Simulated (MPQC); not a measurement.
# InH2F (SMILES [F][InH2]) at HF/STO-3G

What is the energy change on altering one bond length of InH2F at HF/STO-3G? 

The results are computed with MPQC 2.3.1.

3 further runs of the same task are left out: 3 set aside as unsound or not needed.

## Step 1: Starting point

InH2F: 4 atoms, total charge 0, spin state singlet. As SMILES, `[F][InH2]`. Geometry: relaxed at PBE0-D4/def2-TZVP.

Bond lengths: F1–In2 1.961 Å, In2–H3 1.702 Å, In2–H4 1.702 Å. Angles: F1–In2–H3 110.4°, F1–In2–H4 110.4°, H3–In2–H4 139.2°.

## Step 2: Energy and gradient at HF/STO-3G

job.in

```
% emacs should use -*- KeyVal -*- mode
molecule<Molecule>: (
   symmetry = c1
   unit = angstrom
   { atoms geometry } = {
      F  [ -1.631800      -0.629400       0.188600 ]
      In [ 0.194400       0.052300      -0.026300 ]
      H  [ 1.304300      -0.965100       0.767900 ]
      H  [ 0.188600       1.481900      -0.950400 ]
   }
)
basis<GaussianBasisSet>: (
   name = "STO-3G"
   molecule = $:molecule
   basisdir = "."
   puream = yes
)
mpqc: (
   checkpoint = no
   savestate = no
   restart = no
   do_energy = yes
   do_gradient = yes
   optimize = no
   mole<CLHF>: (
      molecule = $:molecule
      basis = $:basis
      total_charge = 0
      memory = 1000000000
      print_evals = yes
      maxiter = 60
   )
)
```

The basis set STO-3G is read from a file made from the Basis Set Exchange's data (not shown).

The run is started by

```console
mpqc job.in > job.out
```

Log:

```text
MPQC: Massively Parallel Quantum Chemistry
[...]
  CLSCF::init: total charge = 0
[...]
  nbasis = 34
[...]
  iter     1 energy = -5780.7813051578 delta = 5.42147e-01
[...]
  LUMO is    31   A =   0.218633
  total scf energy = -5782.0552859993
[...]
Value of the MolecularEnergy: -5782.0552859993
  Gradient of the MolecularEnergy:
      1   -0.0335118850
      2   -0.0125085889
      3    0.0039434945
      4    0.0206605638
      5    0.0077091987
      6   -0.0024325291
      7    0.0183927268
      8   -0.0238460612
      9    0.0176745170
     10   -0.0055414057
     11    0.0286454514
     12   -0.0191854823
[...]
      symmetry = c1
[...]
```

Wall time 0.52 s (1 thread of Arm Neoverse V2, shared host).

## Step 3: The distorted shape at the same level

input.in

```
molecule<Molecule>: (
  symmetry = c1
  unit = angstrom
  { atoms geometry } = {
    F  [ -1.630640 -0.915292 0.373402 ]
    In [ 0.195560 -0.233592 0.158502 ]
    H  [ 1.305460 -1.250992 0.952702 ]
    H  [ 0.188600 1.481900 -0.950400 ]
  }
)
basis<GaussianBasisSet>: (
  name = "STO-3G"
  molecule = $:molecule
  basisdir = "."
  puream = yes
)
mpqc: (
  checkpoint = no
  savestate = no
  restart = no
  do_energy = yes
  do_gradient = yes
  optimize = no
  mole<CLHF>: (
    molecule = $:molecule
    basis = $:basis
    total_charge = 0
    memory = 1000000000
    print_evals = yes
    maxiter = 60
  )
)
```

The basis set STO-3G is read from a file made from the Basis Set Exchange's data (not shown).

The run is started by

```console
mpqc input.in > input.out
```

Log:

```text
MPQC: Massively Parallel Quantum Chemistry
[...]
  CLSCF::init: total charge = 0
[...]
  nbasis = 34
[...]
  iter     1 energy = -5780.7059289255 delta = 5.42607e-01
[...]
  LUMO is    31   A =   0.218733
  total scf energy = -5782.0156648987
[...]
Value of the MolecularEnergy: -5782.0156648987
  Gradient of the MolecularEnergy:
      1   -0.0347498786
      2   -0.0146329293
      3    0.0051628183
      4    0.0228609459
      5   -0.0296087890
      6    0.0219431569
      7    0.0167915128
      8   -0.0252670557
      9    0.0183946360
     10   -0.0049025801
     11    0.0695087740
     12   -0.0455006112
[...]
      symmetry = c1
[...]
```

Run time: 0.52 s. Hardware: 1 thread of Arm Neoverse V2, shared host.

## Step 4: Outcome

At HF/STO-3G:

| quantity | value |
| --- | --- |
| first shape: total energy | -5782.05529 Eh |
| first shape: HOMO energy | -8.41 eV |
| first shape: LUMO energy | 5.95 eV |
| first shape: HOMO–LUMO gap | 14.36 eV |
| first shape: largest force on an atom | 1.851 eV/Å |
| distorted shape: total energy | -5782.01566 Eh |
| distorted shape: HOMO energy | -7.98 eV |
| distorted shape: LUMO energy | 5.95 eV |
| distorted shape: HOMO–LUMO gap | 13.93 eV |
| distorted shape: largest force on an atom | 4.279 eV/Å |
| energy change with the In2–H4 bond stretched from 1.702 to 2.043 Å | 1.078 eV |

With the In2–H4 bond stretched from 1.702 to 2.043 Å the energy rises by 1.08 eV (25 kcal/mol). The first shape isn't relaxed at this level, so the change isn't measured from a minimum. The minimal basis adds a large error of its own. The largest force (first shape) is 1.85 eV/Å: the shape isn't a stationary point for this species at this level. Relativity is left out (first shape) although the molecule holds a heavy atom. Relativity is left out (distorted shape) although the molecule holds a heavy atom.
